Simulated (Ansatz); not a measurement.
**CH₃ITe: a ladder of functionals and wavefunction methods**

The task here is to estimate one member of a computed series from the others.

Program: Ansatz 0.2.0, Gaussian basis. Level of theory: functionals in def2-TZVPP, the program's frozen cores in correlated methods. These are calculated values, not measurements.

The runs, in order: LDA (SPW92), PBE-D4, revPBE-D4, BLYP-D4, r2SCAN-D4, B97M-V, PBE0-D4, B3LYP-D4, r2SCANh-D4, r2SCAN0-D4, HSE06-D4, BHLYP-D4, CAM-B3LYP-D4, LC-ωPBE, ωB97X-V, ωB97M-V, B2PLYP, PBE-QIDH; CCSD(T)/def2-SVP; CCSD(T)/def2-TZVPP; MP2/def2-QZVPP; extrapolation to the limit; RPA on PBE.

## The relaxed structure

An earlier PBE0-D4 in a triple-zeta def2 set relaxation fixed the geometry. Te, I take the def2 core potential; no spin-orbit term is included.

SMILES `[TeH]CI`, 6 atoms, charge 0, spin multiplicity 1.

Atoms are counted from 1 here; the program's logs count them from 0.

Bond lengths: Te1–C2 2.130 Å, Te1–H4 1.657 Å, C2–I3 2.137 Å, C2–H5 1.085 Å, C2–H6 1.087 Å. Angles: C2–Te1–H4 93.1°, Te1–C2–I3 117.0°, Te1–C2–H5 109.8°, Te1–C2–H6 106.8°, I3–C2–H5 106.6°, I3–C2–H6 106.6°, H5–C2–H6 109.9°.

The first run:

Input file in.yaml:

```yaml
crystal:
  periodic: [false, false, false]
  atoms:
    - {symbol: Te, position_ang: [-1.407244, -0.981917, -0.059529]}
    - {symbol: C, position_ang: [0.469532, -0.049338, 0.321893]}
    - {symbol: I, position_ang: [0.478858, 2.082343, 0.477482]}
    - {symbol: H, position_ang: [-1.495278, -0.377042, -1.599427]}
    - {symbol: H, position_ang: [1.173504, -0.305546, -0.462517]}
    - {symbol: H, position_ang: [0.822728, -0.432501, 1.275799]}
basis:
  gaussian: {orbitals: def2-TZVPP}
hamiltonian: {xc: lda}
output: {orbitals: {seedname: orbitals}}
```

Run with:

```console
> ansatz run in.yaml --threads 2 --pin off --events-out ev --progress --plain --max-ram 4352MiB
```

Among the steps run: LDA; PBE-D4 (GGA); revPBE-D4 (GGA); BLYP-D4 (GGA); r2SCAN-D4 (meta-GGA); B97M-V (meta-GGA); PBE0-D4 (hybrid); B3LYP-D4 (hybrid); r2SCANh-D4 (hybrid); r2SCAN0-D4 (hybrid); HSE06-D4 (hybrid); BHLYP-D4 (hybrid); CAM-B3LYP-D4 (range-separated); LC-ωPBE (range-separated); ωB97X-V (range-separated); ωB97M-V (range-separated); B2PLYP (double hybrid); PBE-QIDH (double hybrid).

One table of the session follows, with a row left open; its other results are not shown here.

It belongs to the step «Orbital energies across the functionals». 

```
  functional  HOMO (eV)  LUMO (eV)  gap (eV)
 LDA (SPW92)      -5.55      -2.61      2.94
      PBE-D4      -5.39      -2.44      2.95
   revPBE-D4      -5.34      -2.36      2.98
     BLYP-D4          ?          ?         ?
   r2SCAN-D4      -5.63      -2.30      3.33
      B97M-V      -5.61      -2.26      3.34
     PBE0-D4      -6.41      -1.62      4.79
    B3LYP-D4      -6.19      -1.84      4.35
  r2SCANh-D4      -6.00      -1.99      4.01
  r2SCAN0-D4      -6.57      -1.55      5.02
    HSE06-D4      -6.02      -2.00      4.03
    BHLYP-D4      -7.27      -0.75      6.52
CAM-B3LYP-D4      -7.61      -0.59      7.01
     LC-ωPBE      -8.89       0.56      9.46
     ωB97X-V      -8.58       0.41      8.99
     ωB97M-V      -8.47       0.25      8.71
```

Estimate the missing values for BLYP-D4.

Worked estimate for «HOMO (eV)». Against the share of exact exchange, B3LYP-D4 (0.2, -6.19), BHLYP-D4 (0.5, -7.27) give a slope of -3.60 per unit share; at 0 the line stands at -5.47.

**Answer.** HOMO (eV): -5.22; LUMO (eV): -2.33; gap (eV): 2.89. In «HOMO (eV)» the line misses by -0.25.
